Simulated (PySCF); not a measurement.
# C8H14P+: magnetic properties

Computed with PySCF 2.14.0 and routines of our own; the level stands in each step. Atoms count from 0.

### 1 The system as given

23 atoms, charge 1, multiplicity 1; geometry from: GFN2-xTB.

### 2 Magnetic properties: GIAO CAM-B3LYP/pcSseg-1

What the job is given:

```
{"job": {"kind": "mag", "xc": "CAM-B3LYP", "basis": "pcSseg-1", "isotopologues": 0}, "charge": 1, "multiplicity": 1}
C     -3.181686    -0.741626     1.041933
C     -2.172970    -0.140323     0.421244
C     -2.268624     1.057247    -0.465646
P     -0.495968    -0.765463     0.664543
C      0.732621     0.451392     1.052397
C      1.791765     0.363951     0.228996
C      2.968314     1.259624     0.277952
C      1.758524    -0.732417    -0.795870
C      0.358199    -1.375794    -0.829848
H     -3.038340    -1.600674     1.678449
H     -4.194405    -0.390639     0.931086
H     -3.302463     1.373838    -0.570933
H     -1.691989     1.883577    -0.048382
H     -1.870808     0.843566    -1.457793
H     -0.583241    -1.763235     1.620916
H      0.618734     1.165786     1.849888
H      2.978162     1.900918    -0.603737
H      2.955888     1.888252     1.163258
H      3.889707     0.680582     0.259715
H      2.515384    -1.473305    -0.527579
H      2.035621    -0.343308    -1.776909
H     -0.203819    -1.049188    -1.708586
H      0.396644    -2.465775    -0.849140
```

Method: GIAO CAM-B3LYP/pcSseg-1 magnetisability, rotational g tensor and spin-rotation constants, non-relativistic, gas phase.

Launch:

```bash
OMP_NUM_THREADS=1 python excited_run.py task.json out
```

One launch serves the whole session: the jobs run in the order shown.

**Question.** How long does this first job take on 1 thread of Arm Neoverse V1, shared host, and how much memory does it need?

About 1.8 min, with a peak of 1.3 GiB.
